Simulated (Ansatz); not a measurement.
# O4W: the cost of one run

Computed with Ansatz 0.2.0 (the levels named in each step, unless a step's input says otherwise).

## 1. Starting point

Bond lengths: O1–W2 1.754 Å, W2–O3 1.753 Å, W2–O4 1.754 Å, W2–O5 1.753 Å. Angles: O1–W2–O3 109.5°, O1–W2–O4 109.5°, O1–W2–O5 109.5°, O3–W2–O4 109.5°, O3–W2–O5 109.5°, O4–W2–O5 109.5°.

Structure file:

```xyz
5

O    -1.2268   -0.3929   -1.1897
W     0.0001    0.0000    0.0000
O     0.2957    1.7283   -0.0142
O    -0.5528   -0.4852    1.5918
O     1.4838   -0.8500   -0.3880
```

## 2. A rough first relaxation, PBE-D4/def2-SVPD

File input.yaml:

```yaml
crystal:
  periodic: [false, false, false]
  atoms:
    - { symbol: O, position_ang: [-1.22681, -0.39288, -1.18968] }
    - { symbol: W, position_ang: [7.0e-05, 2.0e-05, 1.0e-05] }
    - { symbol: O, position_ang: [0.29565, 1.72834, -0.01424] }
    - { symbol: O, position_ang: [-0.55276, -0.48524, 1.59178] }
    - { symbol: O, position_ang: [1.4838, -0.85002, -0.38803] }
magnetization:
  spin_polarized: true
  initial_magnetization: 1
total_charge: -1
basis:
  gaussian: { orbitals: def2-SVPD }
hamiltonian:
  xc: pbe
  dispersion: d4
relax:
  f_tol: 0.03
  max_steps: 200
```

Started as:

```bash
ansatz run input.yaml --threads 4 --pin off --max-ram 10240MiB --backend cpu --events-out ev --progress --plain --runs-dir out
```

What time and memory should one allow on 4 threads of Intel Xeon Platinum 8488C (Sapphire Rapids), shared host?

About 29 s, with a peak of 0.38 GiB.
